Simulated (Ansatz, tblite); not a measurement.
**GeMe4 (C₄H₁₂Ge): charged states by level of theory**

The task here is to estimate one member of a computed series from the others.

The runs use Ansatz 0.2.0, Gaussian basis; as each input shows.

Levels to be run: charge +1 doublet, at the geometry of the singlet (PBE0-D4/def2-TZVP, PBE-D4/def2-TZVP, CAM-B3LYP-D4/def2-TZVP, CCSD(T)/def2-SVP); the starting singlet's energies come from earlier runs.

2 further runs of the same task are left out: 2 set aside as unsound or not needed.

## The structure

The geometry is that of the singlet, from an earlier relaxation (PBE-D4/def2-SVP).

17 atoms, charge 0, spin multiplicity 1.

Atoms are counted from 1 here; the program's logs count them from 0.

Bond lengths: Ge1–C2 1.973 Å, Ge1–C6 1.973 Å, Ge1–C10 1.973 Å, Ge1–C14 1.973 Å, C2–H3 1.108 Å, C2–H4 1.108 Å, C2–H5 1.108 Å, C6–H7 1.108 Å, C6–H8 1.108 Å, C6–H9 1.108 Å, C10–H11 1.108 Å, C10–H12 1.108 Å, C10–H13 1.108 Å, C14–H15 1.108 Å, C14–H16 1.108 Å, C14–H17 1.108 Å. Angles: C2–Ge1–C6 109.5°, C2–Ge1–C10 109.5°, C2–Ge1–C14 109.5°, C6–Ge1–C10 109.5°, C6–Ge1–C14 109.5°, C10–Ge1–C14 109.5°, Ge1–C2–H3 110.7°, Ge1–C2–H4 110.7°, Ge1–C2–H5 110.7°, H3–C2–H4 108.2°, H3–C2–H5 108.2°, H4–C2–H5 108.2°, Ge1–C6–H7 110.7°, Ge1–C6–H8 110.7°, Ge1–C6–H9 110.7°, H7–C6–H8 108.2°, H7–C6–H9 108.2°, H8–C6–H9 108.2° and more.

Set-up of the first run:

in.yaml

```yaml
crystal:
  periodic: [false, false, false]
  atoms:
    - {symbol: Ge, position_ang: [0.000048, 0.000009, -0.000023]}
    - {symbol: C, position_ang: [-0.002485, -0.017069, 1.973053]}
    - {symbol: H, position_ang: [-1.039908, -0.018205, 2.363579]}
    - {symbol: H, position_ang: [0.517433, 0.876369, 2.373321]}
    - {symbol: H, position_ang: [0.513536, -0.919575, 2.357729]}
    - {symbol: C, position_ang: [1.861211, 0.008452, -0.655258]}
    - {symbol: H, position_ang: [1.886506, 0.014579, -1.763444]}
    - {symbol: H, position_ang: [2.405379, -0.890053, -0.301226]}
    - {symbol: H, position_ang: [2.400577, 0.905930, -0.291419]}
    - {symbol: C, position_ang: [-0.931760, 1.615271, -0.645001]}
    - {symbol: H, position_ang: [-0.938705, 1.647459, -1.753008]}
    - {symbol: H, position_ang: [-0.429519, 2.531533, -0.274903]}
    - {symbol: H, position_ang: [-1.982249, 1.629073, -0.291375]}
    - {symbol: C, position_ang: [-0.926917, -1.606667, -0.672816]}
    - {symbol: H, position_ang: [-1.975213, -1.633391, -0.313469]}
    - {symbol: H, position_ang: [-0.417677, -2.527616, -0.324560]}
    - {symbol: H, position_ang: [-0.940237, -1.616119, -1.781191]}
basis:
  gaussian: {orbitals: def2-TZVP}
total_charge: 1
magnetization: {spin_polarized: true, initial_magnetization: 1}
hamiltonian: {xc: pbe0, dispersion: d4}
scf: {omitted_lower_state_checks: [starts]}
output: {orbitals: {seedname: orbitals}}
```

Launch:

```console
> ansatz run in.yaml --threads 2 --pin off --events-out ev --progress --plain --max-ram 32768MiB --backend cpu
```

Steps of the session up to this table: Charge +1 doublet at the fixed geometry, PBE0-D4/def2-TZVP; Charge +1 doublet at the fixed geometry, PBE-D4/def2-TZVP; Charge +1 doublet at the fixed geometry, CAM-B3LYP-D4/def2-TZVP; Charge +1 doublet at the fixed geometry, CCSD(T)/def2-SVP.

One table of the session follows, with a row left open; its other results are not shown here.

It belongs to the step «Vertical ionisation energy». 

```
                method  vertical ionisation energy (eV)
           HF/def2-SVP                             9.47
      PBE-D4/def2-TZVP                             9.54
     PBE0-D4/def2-TZVP                             9.90
CAM-B3LYP-D4/def2-TZVP                            10.13
          MP2/def2-SVP                            10.21
         CCSD/def2-SVP                            10.12
      CCSD(T)/def2-SVP                                ?
```

Q: Estimate the row for CCSD(T)/def2-SVP from the others.

As computed: vertical ionisation energy (eV): 10.11. In the column «vertical ionisation energy (eV)» it lies between PBE0-D4/def2-TZVP (9.90) and CCSD/def2-SVP (10.12).
